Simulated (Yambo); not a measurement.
# MgS (Niningerite) (Fm-3m) in Yambo: further runs, part 2 of 2

Yambo 5.3.0.

### 3 G0W0 quasiparticle levels, PBEsol

Input file g0w07.in:

```
gw0
dyson
el_el_corr
rim_cut
HF_and_locXC
ppa
em1d
RandQpts= 1000000
RandGvec= 50 RL
EXXRLvcs= 84 Ry
VXCRLvcs= 84 Ry
Chimod= "HARTREE"
% BndsRnXp
 1 | 308 |
%
NGsBlkXp= 6 Ry
% LongDrXp
 1 | 1 | 1 |
%
PPAPntXp= 27.21138 eV
% GbndRnge
 1 | 308 |
%
GTermKind= "BG"
DysSolver= "n"
ExtendOut
% QPkrange
 1 | 1 | 6 | 10 |
 13 | 13 | 6 | 10 |
%
```

Input file scf.in:

```
&CONTROL
  calculation = 'scf'
  prefix = 'pwscf'
  outdir = './tmp'
  pseudo_dir = './pseudo'
/
&SYSTEM
  ibrav = 0
  nat = 2
  ntyp = 2
  ecutwfc = 84
  nbnd = 14
  occupations = 'smearing'
  smearing = 'fd'
  degauss = 0.00367493
  force_symmorphic = .true.
/
&ELECTRONS
  conv_thr = 4d-10
  electron_maxstep = 120
  mixing_beta = 0.5
/
ATOMIC_SPECIES
S     32.0600 S.upf
Mg    24.3050 Mg.upf
CELL_PARAMETERS angstrom
   0.0000000000    2.6016500000    2.6016500000
   2.6016500000    0.0000000000    2.6016500000
   2.6016500000    2.6016500000    0.0000000000
ATOMIC_POSITIONS crystal
S      0.5000000000    0.5000000000    0.5000000000
Mg     0.0000000000    0.0000000000    0.0000000000
K_POINTS automatic
10 10 10 0 0 0
```

Input file nscf.in:

```
&CONTROL
  calculation = 'nscf'
  prefix = 'pwscf'
  outdir = './tmp'
  pseudo_dir = './pseudo'
/
&SYSTEM
  ibrav = 0
  nat = 2
  ntyp = 2
  ecutwfc = 84
  nbnd = 308
  occupations = 'fixed'
  force_symmorphic = .true.
/
&ELECTRONS
  conv_thr = 1d-08
  diago_full_acc = .true.
  diago_thr_init = 1d-06
/
ATOMIC_SPECIES
S     32.0600 S.upf
Mg    24.3050 Mg.upf
CELL_PARAMETERS angstrom
   0.0000000000    2.6016500000    2.6016500000
   2.6016500000    0.0000000000    2.6016500000
   2.6016500000    2.6016500000    0.0000000000
ATOMIC_POSITIONS crystal
S      0.5000000000    0.5000000000    0.5000000000
Mg     0.0000000000    0.0000000000    0.0000000000
K_POINTS automatic
6 6 6 0 0 0
```

Potentials or basis: PseudoDojo 0.4.1 SR PBEsol standard.

On the command line:

```
> OMP_NUM_THREADS=1 pw.x -in scf.in > scf.out
> OMP_NUM_THREADS=1 pw.x -in nscf.in > nscf.out
> cd tmp/pwscf.save; p2y; mv SAVE ../..; cd ../..
> OMP_NUM_THREADS=1 yambo
> mkdir -p g0w07; ln -s $PWD/g0w00/ndb.pp* g0w07/
> mkdir -p g0w07; ln -s $PWD/g0w00/ndb.RIM g0w07/
> OMP_NUM_THREADS=1 yambo -F g0w07.in -J g0w07 -C g0w07_out
```

Yambo's report:

```text
[... sections 02.01 to 02.04 as in the set-up run ...]

  [02.05] Energies & Occupations
  ==============================

  [X] === General ===
  [X] Electronic Temperature                        :  0.000000  0.000000 [eV K]
  [X] Bosonic    Temperature                        :  0.000000  0.000000 [eV K]
  [X] Finite Temperature mode                       : no
  [X] El. density                                   :  0.45430E+24 [cm-3]
  [X] Fermi Level                                   :  6.311394 [eV]

  [X] === Gaps and Widths ===
  [X] Conduction Band Min                           :  2.702886 [eV]
  [X] Valence Band Max                              :  0.000000 [eV]
  [X] Filled Bands                                  :   8
  [X] Empty Bands                                   :    9  308
  [X] Direct Gap                                    :  3.589734 [eV]
  [X] Direct Gap localized at k                     :  1
  [X] Indirect Gap                                  :  2.702886 [eV]
  [X] Indirect Gap between kpts                     :   1  13
  [X] Last valence band width                       :  2.241296 [eV]
  [X] 1st conduction band width                     :  3.159056 [eV]

 [03] Transferred momenta grid and indexing
 ==========================================

 IBZ Q-points                                      :  16
 BZ  Q-points                                      :  216

 K/Q-points units:
 rlu = crystal or reduced units; cc = cartesian coordinates; iku = interal k-units

 Q [ 1]         [rlu]:  0.000000  0.000000  0.000000
 Q [ 2]         [rlu]: -0.89863E-18 -0.89863E-18  0.16667
 Q [ 3]         [rlu]: -0.17973E-17 -0.17973E-17  0.33333
 Q [ 4]         [rlu]:  0.13555E-16  0.13555E-16 -0.50000
 Q [ 5]         [rlu]:  0.22734E-16  0.16667      0.16667
 Q [ 6]         [rlu]: -0.89863E-18  0.16667      0.33333
 Q [ 7]         [rlu]: -0.11440E-16  0.16667      0.50000
 Q [ 8]         [rlu]:  0.13555E-16  0.16667     -0.33333
 Q [ 9]         [rlu]:  0.17973E-17  0.16667     -0.16667
 Q [10]         [rlu]:  0.45468E-16  0.33333      0.33333
[... 187 lines left out ...]
  - dSp: Sc derivative precision

  - lXC: Local XC (Perdew, Burke & Ernzerhof SOL(X)+Perdew, Burke & Ernzerhof SOL(C))
  -nlXC: non-Local XC (Hartree-Fock)

  QP [eV] @ K [1] (iku):  0.000000  0.000000  0.000000
   B=6 Eo= -0.00 E= -1.07 E-Eo= -1.07 Re(Z)=0.79 Im(Z)=-0.138533E-2 nlXC= -16.2777 lXC= -13.2117 So=  1.70396
   B=7 Eo= -0.00 E= -1.07 E-Eo= -1.07 Re(Z)=0.79 Im(Z)=-0.138533E-2 nlXC= -16.2777 lXC= -13.2117 So=  1.70671
   B=8 Eo=  0.00 E= -1.08 E-Eo= -1.08 Re(Z)=0.79 Im(Z)=-0.138533E-2 nlXC= -16.2777 lXC= -13.2117 So=  1.69801
   B=9 Eo=  3.59 E=  3.90 E-Eo=  0.31 Re(Z)=0.82 Im(Z)=-0.122968E-2 nlXC= -6.58701 lXC= -10.9098 So= -3.93647
   B=10 Eo=  7.84 E=  8.23 E-Eo=  0.38 Re(Z)=0.81 Im(Z)=-0.200434E-2 nlXC= -4.53449 lXC= -9.40684 So= -4.40005

  QP [eV] @ K [13] (iku): -0.500000  0.000000  0.000000
   B=6 Eo= -4.25 E= -5.62 E-Eo= -1.37 Re(Z)=0.77 Im(Z)=-0.286852E-2 nlXC= -15.8012 lXC= -11.1185 So=  2.89279
   B=7 Eo= -1.70 E= -2.91 E-Eo= -1.21 Re(Z)=0.78 Im(Z)=-0.172496E-2 nlXC= -15.9856 lXC= -12.3114 So=  2.13191
   B=8 Eo= -1.70 E= -2.91 E-Eo= -1.21 Re(Z)=0.78 Im(Z)=-0.172499E-2 nlXC= -15.9856 lXC= -12.3114 So=  2.13162
   B=9 Eo=  2.70 E=  3.01 E-Eo=  0.31 Re(Z)=0.82 Im(Z)=-0.121798E-2 nlXC= -6.27314 lXC= -10.3496 So= -3.69820
   B=10 Eo=  4.26 E=  4.44 E-Eo=  0.19 Re(Z)=0.82 Im(Z)=-0.121727E-2 nlXC= -4.56472 lXC= -8.56425 So= -3.77271

  [WR./g0w07//ndb.QP]-------------------------------------------------------------
   Lattice constants                                :  4.916406  4.916406  4.916406
   Coulomb cutoff potential                         : none
   Electronic Temperature                           :  0.000000 [K]
   Bosonic    Temperature                           :  0.000000 [K]
   Green`s function   energies                      : Perdew, Burke & Ernzerhof SOL(X)+Perdew, Burke & Ernzerhof SOL(C)
   wavefunctions                                    : Perdew, Burke & Ernzerhof SOL(X)+Perdew, Burke & Ernzerhof SOL(C)
   PPA    diel. fun.  energies                      : Perdew, Burke & Ernzerhof SOL(X)+Perdew, Burke & Ernzerhof SOL(C)
   wavefunctions                                    : Perdew, Burke & Ernzerhof SOL(X)+Perdew, Burke & Ernzerhof SOL(C)
   QP tot states                                    :  10
   GW solver                                        : Newton
   GW approximation                                 : PPA
   PPA imaginary Energy                             :  27.21138 ev
   RIM G`s                                          :   51
   RIM random pts                                   :  1000000
   dS/dw steps                                      :  2
   dS/dw step                                       :  0.100000 ev
   X G`s                                            :   65 used
   X G`s                                            :   65 disk
   X bands                                          :    1  308
   X poles                                          :  100.0000 o/o
   X e/h E range                                    : -1.000000 -1.000000 ev
   X Hxc Kernel                                     : HARTREE
   X BZ energy Double Grid                          : no
   X Optical Averaged directions                    : none
   Sc/G bands                                       :    1  308
   Sc/G damping                                     :  0.100000 ev
   Sc bands terminator                              : yes
   Sc terminator kind                               : BG
   Sc Terminator pole                               :  40.81708
   Sx RL components                                 :  3143

   QP @ state[ 1 ] K range                          :  1  1
   QP @ state[ 1 ] b range                          :   6  10
   QP @ state[ 2 ] K range                          :  13  13
   QP @ state[ 2 ] b range                          :   6  10
   GF energies kind                                 : Perdew, Burke & Ernzerhof SOL(X)+Perdew, Burke & Ernzerhof SOL(C)
   GF WF`s kind                                     : Perdew, Burke & Ernzerhof SOL(X)+Perdew, Burke & Ernzerhof SOL(C)
   Xs energies kind                                 : Perdew, Burke & Ernzerhof SOL(X)+Perdew, Burke & Ernzerhof SOL(C)
   Xs WF`s kind                                     : Perdew, Burke & Ernzerhof SOL(X)+Perdew, Burke & Ernzerhof SOL(C)
```

o-g0w07.qp:

```text
# GW solver                                       : Newton
# GW approximation                                : PPA
# PPA imaginary Energy                            :   27.2113800    [ev]
[... 41 lines left out ...]
        13                  9                 2.702886           3.013552           0.310667          -10.34960          -6.273144          -3.698195          -3.765793          -5.919005           0.821340          -0.001218          -12.13912           54.22235
        13                 10                 4.255251           4.442354           0.187103          -8.564251          -4.564718          -3.772706          -3.812429          -5.773774           0.824957          -0.001217          -12.85770           51.19206
#
```

What came out:

| Item | Value |
| --- | --- |
| Band gap on the k mesh, mean-field level | 2.70 eV, indirect (least direct gap 3.59 eV) |
| Quasiparticle gap | 4.09 eV |
| Least direct quasiparticle gap | 4.98 eV |
| Quasiparticle gap at Γ | 4.98 eV |
| Band gap of the same states before the correction | 2.70 eV |

Quasiparticle terms (eV):
```
                k point  band  Kohn-Sham level     Vxc      Σx     Σc     Z  result
  (0.000, 0.000, 0.000)     6             0.00  -13.21  -16.28   1.70  0.79   -1.07
  (0.000, 0.000, 0.000)     7             0.00  -13.21  -16.28   1.71  0.79   -1.07
  (0.000, 0.000, 0.000)     8             0.00  -13.21  -16.28   1.70  0.79   -1.08
  (0.000, 0.000, 0.000)     9             3.59  -10.91   -6.59  -3.94  0.82    3.90
  (0.000, 0.000, 0.000)    10             7.84   -9.41   -4.53  -4.40  0.81    8.23
(0.000, -0.500, -0.500)     6            -4.25  -11.12  -15.80   2.89  0.77   -5.62
(0.000, -0.500, -0.500)     7            -1.70  -12.31  -15.99   2.13  0.78   -2.91
(0.000, -0.500, -0.500)     8            -1.70  -12.31  -15.99   2.13  0.78   -2.91
(0.000, -0.500, -0.500)     9             2.70  -10.35   -6.27  -3.70  0.82    3.01
(0.000, -0.500, -0.500)    10             4.26   -8.56   -4.56  -3.77  0.82    4.44
```

Caveat: this version prints the column dSc/dw multiplied by 27.2; the terminator is approximate in this version, by hundredths of an eV. A k mesh can miss the band edges.
